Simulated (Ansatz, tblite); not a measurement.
# N-butyl-N-methylpyrrolidinium chloride (C9H20ClN): one state, many levels

An exercise on one series of results from a longer session: the logs are not shown, and one member is left open.

Program: Ansatz 0.2.0, Gaussian basis. Level of theory: as each input shows. These are calculated values, not measurements.

The runs, in order: GFN1-xTB, GFN2-xTB, PBE-D4/def2-TZVP, r2SCAN-D4/def2-TZVP, HF/def2-TZVP, r2SCANh-D4/def2-TZVP, PBE-D4/def2-SVP, PBE0-D4/def2-SVP, HF/6-31G, B3LYP-D4/6-31G, MP2/def2-SVP, RPA/def2-SVP.

3 further runs of the same task are left out: 3 that didn't finish. Runs told in other sessions of the task aren't counted.

## The relaxed structure

The geometry is that of the singlet, from an earlier relaxation (r2SCAN-D4/def2-SVP).

SMILES `CCCC[N+]1(C)CCCC1.[Cl-]`, 31 atoms, charge 0, spin multiplicity 1.

Bond lengths: C1–C2 1.523 Å, C1–H11 1.103 Å, C1–H12 1.101 Å, C1–H13 1.102 Å, C2–C3 1.530 Å, C2–H14 1.106 Å, C2–H15 1.105 Å, C3–C4 1.516 Å, C3–H16 1.108 Å, C3–H17 1.103 Å, C4–N5 1.511 Å, C4–H18 1.117 Å, C4–H19 1.103 Å, N5–C6 1.501 Å, N5–C7 1.519 Å, N5–C10 1.502 Å, C6–H20 1.116 Å, C6–H21 1.097 Å and more. Angles: C2–C1–H11 111.4°, C2–C1–H12 111.4°, C2–C1–H13 111.1°, H11–C1–H12 107.6°, H11–C1–H13 107.6°, H12–C1–H13 107.6°, C1–C2–C3 112.8°, C1–C2–H14 109.9°, C1–C2–H15 110.0°, C3–C2–H14 109.4°, C3–C2–H15 108.5°, H14–C2–H15 106.1°, C2–C3–C4 110.0°, C2–C3–H16 109.3°, C2–C3–H17 108.4°, C4–C3–H16 112.0°, C4–C3–H17 109.8°, H16–C3–H17 107.2° and more.

PBE0-D4/def2-TZVP was run before; its log isn't repeated, and its numbers join the tables.

Set-up of the first run:

Tight binding, by tblite at 300 K electronic temperature and without a spin-polarisation term:

```python
tblite.interface.Calculator('GFN1-xTB', numbers, positions, charge=0, uhf=0).singlepoint()
```

Tight binding, by tblite at 300 K electronic temperature and without a spin-polarisation term:

```python
tblite.interface.Calculator('GFN2-xTB', numbers, positions, charge=0, uhf=0).singlepoint()
```

start.molden holds the orbitals of an earlier run on this state, given as this run's starting guess.

in.yaml reads:

```yaml
crystal:
  periodic: [false, false, false]
  atoms:
    - {symbol: C, position_ang: [4.204631, 0.493783, 0.029871]}
    - {symbol: C, position_ang: [2.996995, -0.432526, 0.087965]}
    - {symbol: C, position_ang: [1.667578, 0.324729, 0.059302]}
    - {symbol: C, position_ang: [0.513577, -0.649513, 0.187013]}
    - {symbol: N, position_ang: [-0.861231, -0.040611, 0.035630]}
    - {symbol: C, position_ang: [-1.061218, 1.052083, 1.045188]}
    - {symbol: C, position_ang: [-1.906060, -1.120333, 0.258812]}
    - {symbol: C, position_ang: [-3.180101, -0.543827, -0.346962]}
    - {symbol: C, position_ang: [-2.703954, 0.455027, -1.436606]}
    - {symbol: C, position_ang: [-1.172998, 0.441822, -1.352508]}
    - {symbol: H, position_ang: [4.198017, 1.105961, -0.887974]}
    - {symbol: H, position_ang: [5.147552, -0.074548, 0.044788]}
    - {symbol: H, position_ang: [4.218233, 1.183791, 0.889644]}
    - {symbol: H, position_ang: [3.030202, -1.146763, -0.755844]}
    - {symbol: H, position_ang: [3.033093, -1.043680, 1.007349]}
    - {symbol: H, position_ang: [1.605972, 0.921674, -0.871843]}
    - {symbol: H, position_ang: [1.653625, 1.034214, 0.904154]}
    - {symbol: H, position_ang: [0.483191, -1.110726, 1.204054]}
    - {symbol: H, position_ang: [0.572695, -1.436054, -0.583893]}
    - {symbol: H, position_ang: [-0.864972, 0.584104, 2.039328]}
    - {symbol: H, position_ang: [-2.095869, 1.408979, 0.975881]}
    - {symbol: H, position_ang: [-0.371452, 1.872467, 0.814002]}
    - {symbol: H, position_ang: [-1.547965, -1.994665, -0.306702]}
    - {symbol: H, position_ang: [-1.878531, -1.361832, 1.345406]}
    - {symbol: H, position_ang: [-3.788724, -0.035277, 0.415994]}
    - {symbol: H, position_ang: [-3.804298, -1.348397, -0.761101]}
    - {symbol: H, position_ang: [-3.028149, 0.164424, -2.446663]}
    - {symbol: H, position_ang: [-3.102509, 1.464591, -1.255309]}
    - {symbol: H, position_ang: [-0.694348, 1.415870, -1.522322]}
    - {symbol: H, position_ang: [-0.732697, -0.293928, -2.043208]}
    - {symbol: Cl, position_ang: [-0.530285, -1.290850, 3.226534]}
basis:
  gaussian: {orbitals: def2-TZVP, initial_orbitals: start.molden}
hamiltonian: {xc: pbe, dispersion: d4}
scf: {omitted_lower_state_checks: [starts]}
output: {forces: true, orbitals: {seedname: orbitals}}
```

Launch:

```console
$ ansatz run in.yaml --threads 4 --pin off --events-out ev --progress --plain --max-ram 6963MiB
```

Among the steps run: PBE-D4/def2-TZVP; r2SCAN-D4/def2-TZVP; HF/def2-TZVP; r2SCANh-D4/def2-TZVP; PBE-D4/def2-SVP; PBE0-D4/def2-SVP; HF/6-31G; B3LYP-D4/6-31G; MP2/def2-SVP; RPA/def2-SVP.

One table of the session follows, with a row left open; its other results are not shown here.

It belongs to the step «Binding energy». 

| level | binding an atom (eV) |
| --- | --- |
| HF/6-31G | 2.888 |
| HF/def2-SVP | 3.063 |
| HF/def2-TZVP | 3.005 |
| PBE-D4/def2-SVP | ? |
| PBE-D4/def2-TZVP | 4.139 |
| r2SCAN-D4/def2-TZVP | 4.060 |
| r2SCANh-D4/def2-TZVP | 4.045 |
| B3LYP-D4/6-31G | 4.006 |
| PBE0-D4/def2-SVP | 4.132 |
| PBE0-D4/def2-TZVP | 4.089 |
| MP2/def2-SVP | 3.920 |

Estimate the missing values for PBE-D4/def2-SVP.

The run gave: binding an atom (eV): 4.179. In the column «binding an atom (eV)» it is the highest.

To keep in mind: Free atoms were run apart at each level; binding is atoms less cluster, divided by the number of atoms, without zero-point or spin-orbit terms.
